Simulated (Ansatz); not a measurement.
**C2H6SSi: small, medium and large basis sets**

Aim: see how fast density functionals converge with the basis set for C2H6SSi.

The runs use Ansatz 0.2.0, Gaussian basis; one geometry, several basis sets.

Plan: PBE0-D4/def2-SVP; ωB97M-V/def2-SVP; PBE0-D4/def2-QZVPP; ωB97M-V/def2-QZVPP; the functionals' def2-TZVPP values are taken from earlier runs.

## Step 1: The geometry

The geometry comes from an earlier relaxation with PBE0-D4 in a triple-zeta def2 set; it is a stationary point, not always the lowest conformer.

SMILES `[SiH3]CC=S`, 10 atoms, charge 0, spin multiplicity 1.

Atoms are counted from 1 here; the program's logs count them from 0.

Bond lengths: Si1–C2 1.901 Å, Si1–H5 1.482 Å, Si1–H6 1.486 Å, Si1–H7 1.486 Å, C2–C3 1.471 Å, C2–H8 1.095 Å, C2–H9 1.092 Å, C3–S4 1.614 Å, C3–H10 1.094 Å. Angles: C2–Si1–H5 109.2°, C2–Si1–H6 108.7°, C2–Si1–H7 109.5°, H5–Si1–H6 110.3°, H5–Si1–H7 109.7°, H6–Si1–H7 109.3°, Si1–C2–C3 109.3°, Si1–C2–H8 106.6°, Si1–C2–H9 107.4°, C3–C2–H8 111.4°, C3–C2–H9 111.6°, H8–C2–H9 110.3°, C2–C3–S4 126.3°, C2–C3–H10 114.7°, S4–C3–H10 119.0°.

## Step 2: PBE0-D4 in def2-SVP

File in.yaml:

```yaml
crystal:
  periodic: [false, false, false]
  atoms:
    - {symbol: Si, position_ang: [-1.098619, 0.711047, -0.139140]}
    - {symbol: C, position_ang: [0.234955, -0.392293, 0.647946]}
    - {symbol: C, position_ang: [1.253326, -0.718890, -0.362295]}
    - {symbol: S, position_ang: [2.658272, 0.044283, -0.582944]}
    - {symbol: H, position_ang: [-0.492042, 2.005634, -0.530971]}
    - {symbol: H, position_ang: [-2.183453, 0.929248, 0.852610]}
    - {symbol: H, position_ang: [-1.657452, 0.035258, -1.338319]}
    - {symbol: H, position_ang: [-0.275283, -1.292140, 1.007752]}
    - {symbol: H, position_ang: [0.662672, 0.161153, 1.486661]}
    - {symbol: H, position_ang: [0.980724, -1.534601, -1.038299]}
basis:
  gaussian: {orbitals: def2-SVP}
hamiltonian: {xc: pbe0, dispersion: d4}
output: {orbitals: {seedname: orbitals}}
```

On the command line:

```bash
> ansatz run in.yaml --threads 2 --pin off --events-out ev --progress --plain --max-ram 4352MiB
```

The runs that follow: ωB97M-V in def2-SVP; PBE0-D4 in def2-QZVPP; ωB97M-V in def2-QZVPP.

Before running them: what should the planned runs give, taken together? Wanted: PBE0-D4: double and triple zeta above quadruple; ωB97M-V: double and triple zeta above quadruple.

**Answer**, as computed:

```
                                       quantity          value
PBE0-D4: double and triple zeta above quadruple  9.60, 0.72 eV
ωB97M-V: double and triple zeta above quadruple  9.71, 0.68 eV
```

In words: For PBE0-D4 the step from double to triple zeta gains 8.88 eV and the next only 0.72 eV. These are total energies; as a rule much of such shifts cancels in differences, which this series doesn't test.
